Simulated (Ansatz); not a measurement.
# Si2W: properties at the relaxed cell

An exercise on one series of results from a longer session: the logs are not shown, and one member is left open.

Program: Ansatz 0.2.0. Level of theory: DFT PBEsol, scalar-relativistic, plane waves, PAW. These are calculated values, not measurements.

1 further run of the same task is left out (set aside as unsound or not needed).

### The starting structure

It takes space group I4/mmm (No. 139, tetragonal). The conventional cell has a = 3.203 Å, b = 3.203 Å, c = 7.816 Å, α = 90.00°, β = 90.00°, γ = 90.00°. Si (site symmetry 4mm) is surrounded by 5 Si at 2.59 to 2.62 Å and 5 W at 2.61 Å. W (site symmetry 4/mmm) is surrounded by 10 Si at 2.61 Å.

As a file:

```xyz
3
Lattice="-1.6013 1.6013 3.9080 1.6013 -1.6013 3.9080 1.6013 1.6013 -3.9080" Properties=species:S:1:pos:R:3 pbc="T T T"
Si    0.0000    0.0000    2.6148
Si    0.0000    0.0000    5.2012
W     0.0000    0.0000    0.0000
```

It is the result of an earlier relaxation at this level (volume 13.36 Å³/atom; gap on the mesh: none (metal)).

The first run:

input.yaml reads:

```yaml
crystal:
  lattice:
    - [-1.6012849225, 1.6012849225, 3.9079610705]
    - [1.6012849225, -1.6012849225, 3.9079610705]
    - [1.6012849225, 1.6012849225, -3.9079610705]
  atoms:
    - { symbol: Si, position: [0.3345424479, 0.3345424479, 0.0] }
    - { symbol: Si, position: [0.6654575521, 0.6654575521, 0.0] }
    - { symbol: W, position: [0.0, 0.0, 0.0] }
basis:
  ecutwfc: 420
kpoints:
  mp_grid: { grid: [18, 18, 18] }
  band_path:
    path:
      - [[0.0, 0.0, 0.0], [0.0, 0.0, 0.5], [0.25, 0.25, 0.25], [0.0, 0.5, 0.0], [0.0, 0.0, 0.0], [0.5, 0.5, -0.5], [0.29197365, 0.70802635, -0.29197365]]
      - [[-0.29197365, 0.29197365, 0.29197365], [0.0, 0.0, 0.0]]
      - [[0.0, 0.0, 0.5], [-0.08394731, 0.08394731, 0.5]]
      - [[0.5, 0.5, -0.08394731], [0.5, 0.5, -0.5]]
    npoints: 14
hamiltonian:
  xc: pbesol
scf:
  occupations: { method: gaussian, width: 0.1 }
  n_extra_bands: 7
output:
  forces: true
  stress: true
  eigenvalues: true
  populations: true
  dos: { projected: true, de: 0.02, nscf_kmesh: { grid: [27, 27, 27] } }
  bader: true
```

On the command line:

```sh
$ ansatz run input.yaml --threads 1 --pin off --max-ram 2560MiB --backend cpu --events-out ev --progress --plain --runs-dir out
```

Steps of the session up to this table: Electronic structure at the relaxed geometry; Point at V/V0 = 0.97; The cell scaled to 1.03 of its volume; Volume × 0.94; Point at V/V0 = 1.06.

One table of the session follows, with a row left open; its other results are not shown here.

It belongs to the step «Equation of state». 

```
volume (Å³/atom)  energy above the lowest point (meV/atom)  pressure (GPa)
          12.559                                      38.8           16.37
          12.960                                       9.2            7.53
          13.361                                       0.0           -0.01
          13.761                                         ?               ?
          14.162                                      31.4          -11.87
```

Q: Estimate the row for volume (Å³/atom) = 13.761 from the others.

Worked estimate for «energy above the lowest point (meV/atom)». A straight line through the neighbours (13.361, 0.0) and (14.162, 31.4) gives 0.0 + (31.4 − 0.0) × (13.761 − 13.361) / (14.162 − 13.361) = 15.7; a parabola fitted to 3 rows on both sides gives 7.4.

As computed: energy above the lowest point (meV/atom): 8.3; pressure (GPa): -6.43. In «energy above the lowest point (meV/atom)» the line misses by +7.4 and the parabola by -0.9.
